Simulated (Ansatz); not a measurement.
# C₈H₁₆: a ladder of functionals and wavefunction methods

Aim: compute C₈H₁₆ with functionals from several rungs and with coupled cluster. The yardstick is the atomisation energy at the CCSD(T) limit.

Method: functionals in def2-TZVPP, the program's frozen cores in correlated methods; program: Ansatz 0.2.0, Gaussian basis.

The runs, in order: LDA (SPW92), PBE-D4, revPBE-D4, BLYP-D4, r2SCAN-D4, B97M-V, PBE0-D4, B3LYP-D4, r2SCANh-D4, r2SCAN0-D4, HSE06-D4, BHLYP-D4, CAM-B3LYP-D4, LC-ωPBE, ωB97X-V, ωB97M-V, B2PLYP, PBE-QIDH; CCSD(T)/def2-SVP; CCSD(T)/def2-TZVPP; MP2/def2-QZVPP; extrapolation to the limit; RPA on PBE.

**1. The geometry**

The geometry comes from an earlier relaxation with PBE0-D4 in a triple-zeta def2 set; it is a stationary point, not always the lowest conformer.

SMILES `CC/C=C/C(C)(C)C`, 24 atoms, charge 0, spin multiplicity 1.

Atoms are counted from 1 here; the program's logs count them from 0.

Bond lengths: C1–C2 1.525 Å, C1–H9 1.093 Å, C1–H10 1.094 Å, C1–H11 1.093 Å, C2–C3 1.493 Å, C2–H12 1.094 Å, C2–H13 1.097 Å, C3–C4 1.327 Å, C3–H14 1.089 Å, C4–C5 1.504 Å, C4–H15 1.092 Å, C5–C6 1.522 Å, C5–C7 1.532 Å, C5–C8 1.532 Å, C6–H16 1.093 Å, C6–H17 1.093 Å, C6–H18 1.093 Å, C7–H19 1.094 Å and more. Angles: C2–C1–H9 111.3°, C2–C1–H10 111.1°, C2–C1–H11 110.8°, H9–C1–H10 107.7°, H9–C1–H11 108.2°, H10–C1–H11 107.6°, C1–C2–C3 112.5°, C1–C2–H12 110.0°, C1–C2–H13 108.8°, C3–C2–H12 109.5°, C3–C2–H13 109.3°, H12–C2–H13 106.5°, C2–C3–C4 124.7°, C2–C3–H14 115.7°, C4–C3–H14 119.5°, C3–C4–C5 127.8°, C3–C4–H15 118.0°, C5–C4–H15 114.2° and more.

**2. LDA**

This LDA is Slater exchange with PW92 correlation.

File in.yaml:

```yaml
crystal:
  periodic: [false, false, false]
  atoms:
    - {symbol: C, position_ang: [-0.437489, -1.672809, -3.054210]}
    - {symbol: C, position_ang: [0.683200, -0.950038, -2.315150]}
    - {symbol: C, position_ang: [0.384630, -0.767398, -0.863574]}
    - {symbol: C, position_ang: [0.282940, 0.406884, -0.254332]}
    - {symbol: C, position_ang: [-0.028682, 0.669664, 1.193816]}
    - {symbol: C, position_ang: [-0.243625, -0.611755, 1.987392]}
    - {symbol: C, position_ang: [-1.294549, 1.528857, 1.263857]}
    - {symbol: C, position_ang: [1.138034, 1.454073, 1.801500]}
    - {symbol: H, position_ang: [-0.184124, -1.827515, -4.105681]}
    - {symbol: H, position_ang: [-0.632359, -2.653129, -2.610547]}
    - {symbol: H, position_ang: [-1.366231, -1.099010, -3.008167]}
    - {symbol: H, position_ang: [0.867851, 0.025401, -2.775858]}
    - {symbol: H, position_ang: [1.609784, -1.527328, -2.424976]}
    - {symbol: H, position_ang: [0.227259, -1.682517, -0.295179]}
    - {symbol: H, position_ang: [0.439992, 1.308552, -0.849202]}
    - {symbol: H, position_ang: [-1.080515, -1.191465, 1.589883]}
    - {symbol: H, position_ang: [0.647314, -1.244568, 1.972335]}
    - {symbol: H, position_ang: [-0.467109, -0.373996, 3.030597]}
    - {symbol: H, position_ang: [-1.523977, 1.793381, 2.300189]}
    - {symbol: H, position_ang: [-1.170581, 2.457206, 0.699543]}
    - {symbol: H, position_ang: [-2.152051, 0.994149, 0.848275]}
    - {symbol: H, position_ang: [0.924824, 1.717929, 2.841460]}
    - {symbol: H, position_ang: [2.057814, 0.864732, 1.778506]}
    - {symbol: H, position_ang: [1.317672, 2.380701, 1.249513]}
basis:
  gaussian: {orbitals: def2-TZVPP}
hamiltonian: {xc: lda}
output: {orbitals: {seedname: orbitals}}
```

Started as:

```bash
$ ansatz run in.yaml --threads 4 --pin off --events-out ev --progress --plain --max-ram 46080MiB --backend cuda --devices 0, --max-vram 37GiB
```

Further steps of the session: PBE-D4 (GGA); revPBE-D4 (GGA); BLYP-D4 (GGA); r2SCAN-D4 (meta-GGA); B97M-V (meta-GGA); B3LYP-D4 (hybrid); r2SCANh-D4 (hybrid); r2SCAN0-D4 (hybrid); HSE06-D4 (hybrid); BHLYP-D4 (hybrid); CAM-B3LYP-D4 (range-separated); LC-ωPBE (range-separated); ωB97X-V (range-separated); ωB97M-V (range-separated); B2PLYP (double hybrid); PBE-QIDH (double hybrid); CCSD(T) in def2-SVP; CCSD(T) in def2-TZVPP; MP2 in def2-QZVPP; RPA on PBE orbitals.

**Question.** What will the summary of the whole plan be? Wanted: atomisation energy, CCSD(T)/CBS; farthest beyond LDA; mean size of error, GGA; mean size of error, meta-GGA; mean size of error, hybrid; mean size of error, range-separated; mean size of error, double hybrid; gap, smallest and largest; T1 diagnostic.

The runs gave:

```
                               quantity                                                                                             value
        atomisation energy, CCSD(T)/CBS                                                                                        101.324 eV
    functionals within 0.507 eV (0.5 %)  revPBE-D4, BLYP-D4, r2SCAN-D4, B97M-V, B3LYP-D4, r2SCANh-D4, LC-ωPBE, ωB97X-V, ωB97M-V, PBE-QIDH
                    farthest beyond LDA                                                                              BHLYP-D4 (-2.025 eV)
                mean size of error, GGA                                                                                          0.834 eV
           mean size of error, meta-GGA                                                                                          0.248 eV
             mean size of error, hybrid                                                                                          0.755 eV
    mean size of error, range-separated                                                                                          0.240 eV
      mean size of error, double hybrid                                                                                          0.488 eV
              gap, smallest and largest                                                         5.40 eV (LDA (SPW92)), 12.55 eV (LC-ωPBE)
                          T1 diagnostic                                                                                            0.0092
triples share of the correlation energy                                                                                             4.0 %
```

What this shows: LDA overbinds by 13.452 eV (13 %). PBE-D4 misses by +1.941 eV. Double hybrids carry the basis error of their MP2 part in triple zeta, and no dispersion term here, so their miss is partly the set-up's. The rungs range-separated, meta-GGA, double hybrid miss on average by less than the doubt on the reference (0.507 eV), so they tie. Misses under about 0.507 eV are within the doubt on the reference itself, which lacks core-valence correlation, relativity and higher excitations. Hartree-Fock recovers 76 % of the binding; the rest is correlation. CCSD(T) in def2-SVP is off by -3.417 eV, so the small basis spoils what the method gains. Orbital gaps span 5.4 to 12.6 eV; exact exchange widens them.
